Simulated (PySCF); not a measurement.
# C4H4FNSi: the cost of one run

The runs use PySCF 2.14.0, with density-fitted response routines of our own; the level of theory stands in each step. All values are computed, except where a source is named. Atoms count from 0, in the outputs and in this text.

## (1) The molecule as given

11 atoms, charge 0, multiplicity 1; geometry from: PBE0-D3(BJ)/def2-SVP.

Bonds of the start (Å): N0–C1 1.16, C1–C2 1.42, C2–C3 1.36, C3–C4 1.51, C4–F5 1.37, C4–Si6 1.93, Si6–C2 1.88, C3–H7 1.10, C4–H8 1.11, Si6–H9 1.49, Si6–H10 1.49.

## (2) Shielding tensors: PBE0/6-31G*

What the job is given:

```
{"job": {"kind": "nmr", "xc": "PBE0", "basis": "6-31G*", "pop": true}, "charge": 0, "multiplicity": 1}
N      3.379042    -0.692101     0.571655
C      2.263290    -0.430392     0.386491
C      0.891450    -0.168035     0.154809
C      0.247201     1.025029     0.127229
C     -1.169395     0.751061    -0.306346
F     -2.121822     1.267588     0.533125
Si    -0.701066    -1.118724    -0.168098
H      0.660795     2.016954     0.352593
H     -1.364667     1.123358    -1.328851
H     -0.780559    -2.002411    -1.367789
H     -1.266122    -1.798388     1.029026
```

Method: GIAO PBE0/6-31G* NMR shielding, non-relativistic, gas phase.

The run is started by

```
$ OMP_NUM_THREADS=1 python probes_run.py task.json out
```

One launch serves the whole session: the jobs run in the order shown.

Q: Estimate the wall time and peak memory of this first job on 1 thread of Arm Neoverse V1, shared host.

About 9.3 s, with a peak of 0.61 GiB.
